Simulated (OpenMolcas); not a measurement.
# W⁵⁺ among point charges: CASSCF and CASPT2 levels, g values and susceptibility

Aim: the splitting of the states of W⁵⁺ in the field of 4 point charges, its lowest levels with spin-orbit coupling and its magnetic susceptibility.

Program: OpenMolcas 26.06. Level of theory: state-averaged CASSCF and CASPT2, spin-orbit coupling by RASSI with atomic mean-field integrals. These are calculated values, not measurements, unless marked.

**1. The system**

- Species: W⁵⁺ (tungsten, Z = 74, 69 electrons)
- Basis: ANO-RCC-VDZP [7s6p4d2f1g], 68 functions
- Scalar Hamiltonian: DKH2, point nucleus
- Inactive shells: 1s 2s 2p 3s 3p 3d 4s 4p 4d 4f 5s 5p
- Active space: 1 electron in 5 orbitals (5d)
- Some configurations of this space: 5d
- Orbitals: optimised for each spin and parity, averaged over all roots

The outer shells:

5d
```
5d [↑ ][  ][  ][  ][  ]
```

The ion sits among 4 point charges of -2.5 e arranged as a square (D4h), 2.28 Å from the ion.

The work runs as a chain of OpenMolcas steps in one folder; each step below is one input file. The outputs are cut to the sections that carry results. Labels, J, g values, rates, χT and fits are worked out afterwards by a script from the matrices that RASSI stores. The input lists half of the charges; inversion (Group=XYZ) makes the rest.

**2. One- and two-electron integrals**

a.inp

```
&GATEWAY
Coord
1

W 0.0 0.0 0.0
Basis=ANO-RCC-VDZP
Group=XYZ
NoMove
AngMom=0.0 0.0 0.0
AMFI
XField
2 Angstrom 0
2.280000 0.000000 0.000000 -2.500000
0.000000 2.280000 0.000000 -2.500000
&SEWARD
```

Started as:

```
OMP_NUM_THREADS=1 MOLCAS_MEM=1689 MOLCAS_PROJECT=a pymolcas a.inp > a.log
```

**3. Reference wave functions, doublets of even parity, 5 roots**

a.inp

```
&RASSCF
FileOrb=start.orb
Symmetry=1
Spin=2
nActEl=1 0 0
Inactive=15 19
Ras2=5 0
CIRoot=5 5 1
SDav=5
CIMx=300
Iter=120 100
PrWF=0.3
OrbListing=Nothing
MaxOrb=0
>>> COPY $Project.JobIph JOB001
```

start.orb holds the contracted functions of the basis, ordered by shell, or the orbitals of the step before.

**4. State interaction with spin-orbit coupling**

a.inp

```
&RASSI
NrOfJobIphs=1 5
1 2 3 4 5
IphNames
JOB001
EJob
SpinOrbit
DIPRint=1.0
SOCoupling=1000.0
Subsets=2
Property=9
'ANGMOM' 1 'ANGMOM' 2 'ANGMOM' 3 'MLTPL  1' 1 'MLTPL  1' 2 'MLTPL  1' 3
'AMFI' 1 'AMFI' 2 'AMFI' 3
SOProperty=3
'ANGMOM' 1 'ANGMOM' 2 'ANGMOM' 3
```

**5. CASPT2: IPEA 0.25, imaginary shift 0.1 (closed shells correlated: 4f 5s 5p)**

a.inp

```
>>> COPY JOB001 $Project.JobIph
&CASPT2
Multistate=5 1 2 3 4 5
NoMult
Frozen=14 9
IPEA=0.25
Imaginary=0.1
MaxIter=60
WThr=0.0 0.3 0.05
PrWF=0.5
NoMix
```

(Steps that only read results are left out.)

Before running it: what results should come out? Wanted: spin-free ground state; first state of the same spin; lowest level; next level.

**Answer**, as computed:

| quantity | value |
| --- | --- |
| method | SS-CASPT2, IPEA 0.25, imaginary shift 0.1 (closed shells correlated: 4f 5s 5p) |
| spin-free ground state | 2A1, 1-fold in its orbital part |
| first state of the same spin | 2E at 6750 cm⁻¹ |
| lowest level | 2-fold E1/2, g = 0.63, 0.63, 1.47 |
| next level | 10069.0 cm⁻¹ |
| χT at 300 K | 0.11 cm³ K/mol |
| effective moment at 300 K | 0.93 μB |

Cost by method:

```csv
method,time of its own steps,time with the reference
A. CASSCF,1.9 s,1.9 s
"B. SS-CASPT2, IPEA 0.25, imaginary shift 0.1, +4f 5s 5p",1.2 s,3.1 s
```

Times are of one thread on a shared host.

What this shows: The spin-free ground state (2A1) comes to 100 % from free-ion D terms and keeps the highest spin of the shell. χT at 300 K is 0.11, against 0.38 cm³ K/mol for the spin alone, so orbital moment lowers it. Point charges give too small a field for d ions at true ligand charges. This is an electrostatic model: the charges have no orbitals.
